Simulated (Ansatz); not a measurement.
# RuSe: the cost of one run

Method: DFT PBE, scalar-relativistic, plane waves, PAW, in Ansatz 0.2.0.

3 further runs of the same task are left out: 1 that didn't finish, 2 set aside as unsound or not needed. Runs told in other sessions of the task aren't counted.

## (1) The system as given

The structure is cubic, space group Fm-3m (No. 225). The conventional cell has a = 5.320 Å, b = 5.320 Å, c = 5.320 Å, α = 90.00°, β = 90.00°, γ = 90.00°. Around Ru (site symmetry m-3m) lie 6 Se at 2.66 Å. Around Se (site symmetry m-3m) lie 6 Ru at 2.66 Å.

As a file:

```cif
data_structure
_symmetry_space_group_name_H-M 'P 1'
_symmetry_Int_Tables_number 1
_cell_length_a 3.7618
_cell_length_b 3.7618
_cell_length_c 3.7618
_cell_angle_alpha 60.000
_cell_angle_beta 60.000
_cell_angle_gamma 60.000
_cell_volume 37.64
loop_
_atom_site_label
_atom_site_type_symbol
_atom_site_fract_x
_atom_site_fract_y
_atom_site_fract_z
_atom_site_occupancy
Ru1 Ru 0.50000 0.50000 0.50000 1
Se1 Se 0.00000 0.00000 0.00000 1
```

## (2) The first run

File input.yaml:

```yaml
crystal:
  lattice:
    - [0.0, 2.66, 2.66]
    - [2.66, 0.0, 2.66]
    - [2.66, 2.66, 0.0]
  atoms:
    - { symbol: Ru, position: [0.5, 0.5, 0.5] }
    - { symbol: Se, position: [0.0, 0.0, 0.0] }
basis:
  ecutwfc: 420
  ecutrho_ratio: 4
kpoints:
  mp_grid: { grid: [12, 12, 12] }
hamiltonian:
  xc: pbe
scf:
  occupations: { method: gaussian, width: 0.05 }
output:
  forces: true
  stress: true
  eigenvalues: true
```

Run with:

```
ansatz run input.yaml --threads 2 --pin off --max-ram 2662MiB --backend cpu --events-out ev --progress --plain --runs-dir out
```

Q: Estimate wall time and peak memory on 2 threads of Arm Neoverse V2, shared host.

About 1.2 s, with a peak of 0.34 GiB.
